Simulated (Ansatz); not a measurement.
# MgTeF6: a trial structure relaxed

Aim: relax a trial structure of MgTeF6 and see where it ends.

Program: Ansatz 0.2.0. Level of theory: DFT PBE, scalar-relativistic, plane waves, PAW. These are calculated values, not measurements.

**1. Starting point**

It takes space group Pm-3m (No. 221, cubic). Conventional cell: a = 5.041 Å, b = 5.041 Å, c = 5.041 Å, α = 90.00°, β = 90.00°, γ = 90.00°. Mg (site symmetry m-3m) has 6 F at 2.52 Å as nearest neighbours. Te (site symmetry m-3m) is surrounded by 6 F at 2.52 Å. F (site symmetry 4/mmm) is surrounded by 2 Mg at 2.52 Å and 4 F at 2.52 Å. Around F (site symmetry 4/mmm) lie 2 Te at 2.52 Å and 4 F at 2.52 Å.

Coordinates:

```xyz
8
Lattice="5.0406 0.0000 0.0000 0.0000 5.0406 0.0000 0.0000 0.0000 5.0406" Properties=species:S:1:pos:R:3 pbc="T T T"
Mg    0.0000    0.0000    0.0000
Te    2.5203    2.5203    2.5203
F     2.5203    0.0000    0.0000
F     0.0000    2.5203    0.0000
F     0.0000    0.0000    2.5203
F     0.0000    2.5203    2.5203
F     2.5203    0.0000    2.5203
F     2.5203    2.5203    0.0000
```

The cell is invented: random cell by space group and Wyckoff sites (Pm-3m, No. 221). Its size is a rough estimate.

**2. The guess as it stands, on a coarse mesh**

input.yaml

```yaml
crystal:
  lattice:
    - [5.04062134, 0.0, 0.0]
    - [0.0, 5.04062134, 0.0]
    - [0.0, 0.0, 5.04062134]
  atoms:
    - { symbol: Mg, position: [0.0, 0.0, 0.0] }
    - { symbol: Te, position: [0.5, 0.5, 0.5] }
    - { symbol: F, position: [0.5, 0.0, 0.0] }
    - { symbol: F, position: [0.0, 0.5, 0.0] }
    - { symbol: F, position: [0.0, 0.0, 0.5] }
    - { symbol: F, position: [0.0, 0.5, 0.5] }
    - { symbol: F, position: [0.5, 0.0, 0.5] }
    - { symbol: F, position: [0.5, 0.5, 0.0] }
basis:
  ecutwfc: 420
kpoints:
  mp_grid: { grid: [4, 4, 4] }
hamiltonian:
  xc: pbe
scf:
  occupations: { method: gaussian, width: 0.1 }
  lower_state_search: "off"
output:
  forces: true
  stress: true
  eigenvalues: true
```

Run with:

```
ansatz run input.yaml --threads 1 --pin off --max-ram 2048MiB --backend cpu --events-out ev --progress --plain --runs-dir out
```

Further runs follow: rough relaxation on the coarse mesh; full relaxation.

Before running it: what results should come out? Wanted: conventional cell; volume; energy over the elements; gap on the mesh.

As calculated:

| quantity | value |
| --- | --- |
| symmetry at the end (tolerance 0.02 Å) | space group Pm-3m (No. 221) |
| conventional cell | a = 4.532 Å, b = 4.532 Å, c = 4.532 Å, α = 90.00°, β = 90.00°, γ = 90.00° |
| volume | 11.63 Å³/atom |
| energy over the elements (uncorrected; H, N, O, F and Cl as molecules) | -1.63 eV/atom |
| gap on the mesh | 0.36 eV |

In words: The space group Pm-3m (No. 221) is kept, and the volume per atom shrinks by 27.3 % from the first guess. It lies below the elements, which doesn't yet make it stable: competing phases were not computed in this session. No finished test with a distortion of lower symmetry is shown, so the end may be a saddle point. These runs have no spin-orbit coupling; with Te it would split and shift bands.

Counted by bands, a gap of 0.03 eV stays open on the mesh in one run that reads as metallic: the smearing reaches across it.
